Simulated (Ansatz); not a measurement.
**CH₅NOSi: small, medium and large basis sets**

An exercise on one series of results from a longer session: the logs are not shown, and one member is left open.

The runs use Ansatz 0.2.0, Gaussian basis; one geometry, several basis sets.

Plan: PBE0-D4/def2-SVP; ωB97M-V/def2-SVP; PBE0-D4/def2-QZVPP; ωB97M-V/def2-QZVPP; the functionals' def2-TZVPP values are taken from earlier runs.

## The relaxed structure

An earlier PBE0-D4 in a triple-zeta def2 set relaxation fixed the geometry.

9 atoms, charge 0, spin multiplicity 1.

Atoms are counted from 1 here; the program's logs count them from 0.

Bond lengths: N1–Si2 1.699 Å, N1–H5 1.003 Å, N1–H6 1.008 Å, Si2–C3 1.923 Å, Si2–H7 1.493 Å, Si2–H8 1.490 Å, C3–O4 1.208 Å, C3–H9 1.116 Å. Angles: Si2–N1–H5 125.7°, Si2–N1–H6 117.5°, H5–N1–H6 113.6°, N1–Si2–C3 103.2°, N1–Si2–H7 116.1°, N1–Si2–H8 114.2°, C3–Si2–H7 107.7°, C3–Si2–H8 108.8°, H7–Si2–H8 106.5°, Si2–C3–O4 120.6°, Si2–C3–H9 120.3°, O4–C3–H9 119.1°.

Set-up of the first run:

File in.yaml:

```yaml
crystal:
  periodic: [false, false, false]
  atoms:
    - {symbol: N, position_ang: [-1.082488, 0.476988, -0.849683]}
    - {symbol: Si, position_ang: [0.470618, -0.141654, -0.548348]}
    - {symbol: C, position_ang: [0.477465, -0.400120, 1.356885]}
    - {symbol: O, position_ang: [-0.460869, -0.045196, 2.028993]}
    - {symbol: H, position_ang: [-1.392454, 0.887273, -1.711421]}
    - {symbol: H, position_ang: [-1.640875, 0.741146, -0.052833]}
    - {symbol: H, position_ang: [1.613907, 0.756672, -0.887681]}
    - {symbol: H, position_ang: [0.748346, -1.446931, -1.210583]}
    - {symbol: H, position_ang: [1.354750, -0.874477, 1.857472]}
basis:
  gaussian: {orbitals: def2-SVP}
hamiltonian: {xc: pbe0, dispersion: d4}
output: {orbitals: {seedname: orbitals}}
```

Launch:

```sh
$ ansatz run in.yaml --threads 2 --pin off --events-out ev --progress --plain --max-ram 4352MiB
```

Among the steps run: PBE0-D4 in def2-SVP; ωB97M-V in def2-SVP; PBE0-D4 in def2-QZVPP; ωB97M-V in def2-QZVPP.

One of the session's tables, all rows but one given; the rest of the session is left out.

It belongs to the step «Functionals by basis». 

| functional | basis | HOMO (eV) |
| --- | --- | --- |
| PBE0-D4 | def2-SVP | -6.93 |
| PBE0-D4 | def2-TZVPP | -7.07 |
| PBE0-D4 | def2-QZVPP | -7.10 |
| ωB97M-V | def2-SVP | ? |
| ωB97M-V | def2-TZVPP | -9.38 |
| ωB97M-V | def2-QZVPP | -9.42 |

Q: Estimate the row for ωB97M-V, def2-SVP from the others.

The run gave: HOMO (eV): -9.22. In the column «HOMO (eV)» it lies between ωB97M-V, def2-TZVPP (-9.38) and PBE0-D4, def2-QZVPP (-7.10).
